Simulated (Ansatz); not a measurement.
**CH7N3Si: a ladder of functionals and wavefunction methods**

The task here is to estimate one member of a computed series from the others.

Method: functionals in def2-TZVPP, the program's frozen cores in correlated methods; program: Ansatz 0.2.0, Gaussian basis.

Levels to be run: PBE-D4, r2SCAN-D4, PBE0-D4, B3LYP-D4, ωB97X-V, ωB97M-V, B2PLYP; CCSD(T)/def2-TZVPP; MP2/def2-QZVPP; extrapolation to the limit.

## Structure used throughout

The geometry comes from an earlier relaxation with PBE0-D4 in a triple-zeta def2 set; it is a stationary point, not always the lowest conformer.

SMILES `N=C(N)[SiH2]N`, 12 atoms, charge 0, spin multiplicity 1.

Atoms are counted from 1 here; the program's logs count them from 0.

Bond lengths: N1–C2 1.278 Å, N1–H6 1.017 Å, C2–N3 1.363 Å, C2–Si4 1.899 Å, N3–H7 1.002 Å, N3–H8 1.008 Å, Si4–N5 1.713 Å, Si4–H9 1.494 Å, Si4–H10 1.486 Å, N5–H11 1.007 Å, N5–H12 1.006 Å. Angles: C2–N1–H6 109.9°, N1–C2–N3 120.1°, N1–C2–Si4 121.9°, N3–C2–Si4 117.9°, C2–N3–H7 121.0°, C2–N3–H8 117.9°, H7–N3–H8 117.9°, C2–Si4–N5 107.4°, C2–Si4–H9 108.0°, C2–Si4–H10 110.8°, N5–Si4–H9 115.8°, N5–Si4–H10 106.9°, H9–Si4–H10 108.0°, Si4–N5–H11 121.5°, Si4–N5–H12 120.2°, H11–N5–H12 111.6°.

Set-up of the first run:

in.yaml

```yaml
crystal:
  periodic: [false, false, false]
  atoms:
    - {symbol: N, position_ang: [-1.525311, -0.654174, 0.824221]}
    - {symbol: C, position_ang: [-0.279326, -0.763509, 0.561148]}
    - {symbol: N, position_ang: [0.393350, -1.900216, 0.897449]}
    - {symbol: Si, position_ang: [0.686638, 0.615104, -0.318782]}
    - {symbol: N, position_ang: [-0.454803, 1.601070, -1.129877]}
    - {symbol: H, position_ang: [-1.874977, 0.237986, 0.482447]}
    - {symbol: H, position_ang: [1.392904, -1.944666, 0.837636]}
    - {symbol: H, position_ang: [-0.074291, -2.567513, 1.490135]}
    - {symbol: H, position_ang: [1.722941, -0.025804, -1.183631]}
    - {symbol: H, position_ang: [1.382744, 1.482881, 0.666848]}
    - {symbol: H, position_ang: [-0.964158, 1.265271, -1.930784]}
    - {symbol: H, position_ang: [-0.328611, 2.598370, -1.162911]}
basis:
  gaussian: {orbitals: def2-TZVPP}
hamiltonian: {xc: pbe, dispersion: d4}
output: {forces: true, orbitals: {seedname: orbitals}}
```

Started as:

```sh
> ansatz run in.yaml --threads 4 --pin off --events-out ev --progress --plain --max-ram 10444MiB
```

Among the steps run: PBE-D4 (GGA); r2SCAN-D4 (meta-GGA); PBE0-D4 (hybrid); B3LYP-D4 (hybrid); ωB97X-V (range-separated); ωB97M-V (range-separated); B2PLYP (double hybrid); CCSD(T) in def2-TZVPP; MP2 in def2-QZVPP.

One table of the session follows, with a row left open; its other results are not shown here.

```
            method  atomisation energy (kcal/mol)
            PBE-D4                         1055.7
         r2SCAN-D4                         1023.2
           PBE0-D4                         1028.3
          B3LYP-D4                         1035.4
           ωB97X-V                              ?
           ωB97M-V                         1033.9
            B2PLYP                         1018.2
     HF/def2-TZVPP                          686.1
    MP2/def2-TZVPP                         1004.1
   CCSD/def2-TZVPP                          972.3
CCSD(T)/def2-TZVPP                          990.6
           MP2/CBS                         1039.7
       CCSD(T)/CBS                         1026.2
```

Estimate the missing values for ωB97X-V.

As computed: atomisation energy (kcal/mol): 1034.6. In the column «atomisation energy (kcal/mol)» it lies between ωB97M-V (1033.9) and B3LYP-D4 (1035.4).

Limits of these values: Free atoms (3 N, 1 C, 1 Si, 7 H) were run apart at each level; the atomisation energy is their sum less the molecule, without zero-point or spin-orbit terms.
